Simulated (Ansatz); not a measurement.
# FH3OSiSn: small, medium and large basis sets

One table from this session's results is given with a row withheld; the runs are named, their logs left out.

Program: Ansatz 0.2.0, Gaussian basis. Level of theory: one geometry, several basis sets. These are calculated values, not measurements.

Levels to be run: PBE0-D4/def2-SVP; ωB97M-V/def2-SVP; PBE0-D4/def2-QZVPP; ωB97M-V/def2-QZVPP; the functionals' def2-TZVPP values are taken from earlier runs.

## The relaxed structure

The geometry comes from an earlier relaxation with PBE0-D4 in a triple-zeta def2 set; it is a stationary point, not always the lowest conformer. Sn takes the def2 core potential; no spin-orbit term is included.

SMILES `[F][Sn][O][SiH3]`, 7 atoms, charge 0, spin multiplicity 1.

Atoms are counted from 1 here; the program's logs count them from 0.

Bond lengths: F1–Sn2 1.945 Å, Sn2–O3 1.961 Å, O3–Si4 1.641 Å, Si4–H5 1.488 Å, Si4–H6 1.488 Å, Si4–H7 1.487 Å. Angles: F1–Sn2–O3 95.4°, Sn2–O3–Si4 140.3°, O3–Si4–H5 111.1°, O3–Si4–H6 111.1°, O3–Si4–H7 108.5°, H5–Si4–H6 108.7°, H5–Si4–H7 108.6°, H6–Si4–H7 108.6°.

Set-up of the first run:

in.yaml

```yaml
crystal:
  periodic: [false, false, false]
  atoms:
    - {symbol: F, position_ang: [-1.710442, -1.987189, 0.024951]}
    - {symbol: Sn, position_ang: [0.149642, -2.468844, 0.323750]}
    - {symbol: O, position_ang: [0.838937, -0.638448, 0.178942]}
    - {symbol: Si, position_ang: [0.309237, 0.892160, -0.082608]}
    - {symbol: H, position_ang: [-0.343299, 1.013235, -1.414118]}
    - {symbol: H, position_ang: [-0.661134, 1.310308, 0.964687]}
    - {symbol: H, position_ang: [1.478159, 1.810678, -0.041203]}
basis:
  gaussian: {orbitals: def2-SVP}
hamiltonian: {xc: pbe0, dispersion: d4}
output: {orbitals: {seedname: orbitals}}
```

The run is started by

```sh
$ ansatz run in.yaml --threads 2 --pin off --events-out ev --progress --plain --max-ram 32768MiB --backend cpu
```

Among the steps run: PBE0-D4 in def2-SVP; ωB97M-V in def2-SVP; PBE0-D4 in def2-QZVPP; ωB97M-V in def2-QZVPP.

One table of the session follows, with a row left open; its other results are not shown here.

| functional | basis | HOMO (eV) | LUMO (eV) |
| --- | --- | --- | --- |
| PBE0-D4 | def2-SVP | -8.28 | -2.48 |
| PBE0-D4 | def2-TZVPP | ? | ? |
| PBE0-D4 | def2-QZVPP | -8.42 | -2.62 |
| ωB97M-V | def2-SVP | -10.45 | -0.64 |
| ωB97M-V | def2-TZVPP | -10.61 | -0.85 |
| ωB97M-V | def2-QZVPP | -10.64 | -0.91 |

Q: Estimate the row for PBE0-D4, def2-TZVPP from the others.

The run gave: HOMO (eV): -8.40; LUMO (eV): -2.60. In the column «HOMO (eV)» it lies between PBE0-D4, def2-QZVPP (-8.42) and PBE0-D4, def2-SVP (-8.28).
